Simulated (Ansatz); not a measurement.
# C5H6O2: one species, many methods

Aim: compute C5H6O2 with functionals from several rungs and with coupled cluster, and see how far each lands from CCSD(T) at the basis-set limit for the atomisation energy.

Program: Ansatz 0.2.0, Gaussian basis. Level of theory: functionals in def2-TZVPP, the program's frozen cores in correlated methods. These are calculated values, not measurements.

The runs, in order: LDA (SPW92), PBE-D4, revPBE-D4, BLYP-D4, r2SCAN-D4, B97M-V, PBE0-D4, B3LYP-D4, r2SCANh-D4, r2SCAN0-D4, HSE06-D4, BHLYP-D4, CAM-B3LYP-D4, LC-ωPBE, ωB97X-V, ωB97M-V, B2PLYP, PBE-QIDH; CCSD(T)/def2-SVP; CCSD(T)/def2-TZVPP; MP2/def2-QZVPP; extrapolation to the limit; RPA on PBE.

### 1 The geometry

An earlier PBE0-D4 in a triple-zeta def2 set relaxation fixed the geometry.

13 atoms, charge 0, spin multiplicity 1.

Atoms are counted from 1 here; the program's logs count them from 0.

Bond lengths: C1–C2 1.324 Å, C1–H8 1.084 Å, C1–H9 1.084 Å, C2–C3 1.493 Å, C2–C6 1.490 Å, C3–C4 1.530 Å, C3–H10 1.094 Å, C3–H11 1.090 Å, C4–O5 1.429 Å, C4–H12 1.094 Å, C4–H13 1.089 Å, O5–C6 1.353 Å, C6–O7 1.194 Å. Angles: C2–C1–H8 122.3°, C2–C1–H9 119.4°, H8–C1–H9 118.3°, C1–C2–C3 130.9°, C1–C2–C6 121.8°, C3–C2–C6 107.3°, C2–C3–C4 102.0°, C2–C3–H10 110.2°, C2–C3–H11 113.7°, C4–C3–H10 110.4°, C4–C3–H11 112.6°, H10–C3–H11 107.9°, C3–C4–O5 106.5°, C3–C4–H12 111.8°, C3–C4–H13 113.6°, O5–C4–H12 108.2°, O5–C4–H13 107.7°, H12–C4–H13 108.8° and more.

### 2 LDA

This LDA is Slater exchange with PW92 correlation.

in.yaml

```yaml
crystal:
  periodic: [false, false, false]
  atoms:
    - {symbol: C, position_ang: [-1.732291, -0.503149, 0.885539]}
    - {symbol: C, position_ang: [-0.616275, -0.055556, 0.330723]}
    - {symbol: C, position_ang: [0.784121, -0.568626, 0.398927]}
    - {symbol: C, position_ang: [1.432512, 0.116523, -0.805163]}
    - {symbol: O, position_ang: [0.621564, 1.252801, -1.111553]}
    - {symbol: C, position_ang: [-0.603787, 1.147414, -0.548002]}
    - {symbol: O, position_ang: [-1.480667, 1.929720, -0.760468]}
    - {symbol: H, position_ang: [-1.752619, -1.386291, 1.513397]}
    - {symbol: H, position_ang: [-2.662193, 0.026699, 0.712028]}
    - {symbol: H, position_ang: [1.261130, -0.241126, 1.327814]}
    - {symbol: H, position_ang: [0.855234, -1.655495, 0.351188]}
    - {symbol: H, position_ang: [1.449696, -0.536359, -1.682234]}
    - {symbol: H, position_ang: [2.443586, 0.473467, -0.612197]}
basis:
  gaussian: {orbitals: def2-TZVPP}
hamiltonian: {xc: lda}
output: {orbitals: {seedname: orbitals}}
```

Run with:

```console
> ansatz run in.yaml --threads 4 --pin off --events-out ev --progress --plain --max-ram 11315MiB
```

After this run come: PBE-D4 (GGA); revPBE-D4 (GGA); BLYP-D4 (GGA); r2SCAN-D4 (meta-GGA); B97M-V (meta-GGA); PBE0-D4 (hybrid); B3LYP-D4 (hybrid); r2SCANh-D4 (hybrid); r2SCAN0-D4 (hybrid); HSE06-D4 (hybrid); BHLYP-D4 (hybrid); CAM-B3LYP-D4 (range-separated); LC-ωPBE (range-separated); ωB97X-V (range-separated); ωB97M-V (range-separated); B2PLYP (double hybrid); PBE-QIDH (double hybrid); CCSD(T) in def2-SVP; CCSD(T) in def2-TZVPP; MP2 in def2-QZVPP; RPA on PBE orbitals.

Before running them: what should the planned runs give, taken together? Wanted: atomisation energy, CCSD(T)/CBS; farthest beyond LDA; mean size of error, GGA; mean size of error, meta-GGA; mean size of error, hybrid; mean size of error, range-separated; mean size of error, double hybrid; gap, smallest and largest; T1 diagnostic.

The runs gave:

| quantity | value |
| --- | --- |
| atomisation energy, CCSD(T)/CBS | 1398.9 kcal/mol |
| functionals within 7.0 kcal/mol (0.5 %) | B97M-V, B3LYP-D4, r2SCANh-D4, ωB97X-V, PBE-QIDH |
| farthest beyond LDA | PBE-D4 (+58.2 kcal/mol) |
| mean size of error, GGA | 28.2 kcal/mol |
| mean size of error, meta-GGA | 9.8 kcal/mol |
| mean size of error, hybrid | 19.1 kcal/mol |
| mean size of error, range-separated | 8.6 kcal/mol |
| mean size of error, double hybrid | 6.1 kcal/mol |
| gap, smallest and largest | 3.87 eV (LDA (SPW92)), 11.52 eV (LC-ωPBE) |
| T1 diagnostic | 0.0145 |
| triples share of the correlation energy | 4.4 % |

LDA overbinds by 243.1 kcal/mol (17 %). PBE-D4 misses by +58.2 kcal/mol. Double hybrids carry the basis error of their MP2 part in triple zeta, and no dispersion term here, so their miss is partly the set-up's. Taken by rung, double hybrid functionals do best (6.1 kcal/mol on average) and GGA ones worst beyond LDA (28.2 kcal/mol). The gap between the best rungs is small, so their order is not settled. Misses under about 7.0 kcal/mol are within the doubt on the reference itself, which lacks core-valence correlation, relativity and higher excitations. Hartree-Fock recovers 72 % of the binding; the rest is correlation. CCSD(T) in def2-SVP is off by -55.3 kcal/mol, more than most functionals: a good method in a small basis is no reference. The gap grows from 3.9 to 11.5 eV across the functionals, mostly with the share of exact exchange. The restricted reference is unstable towards a spin-broken one.
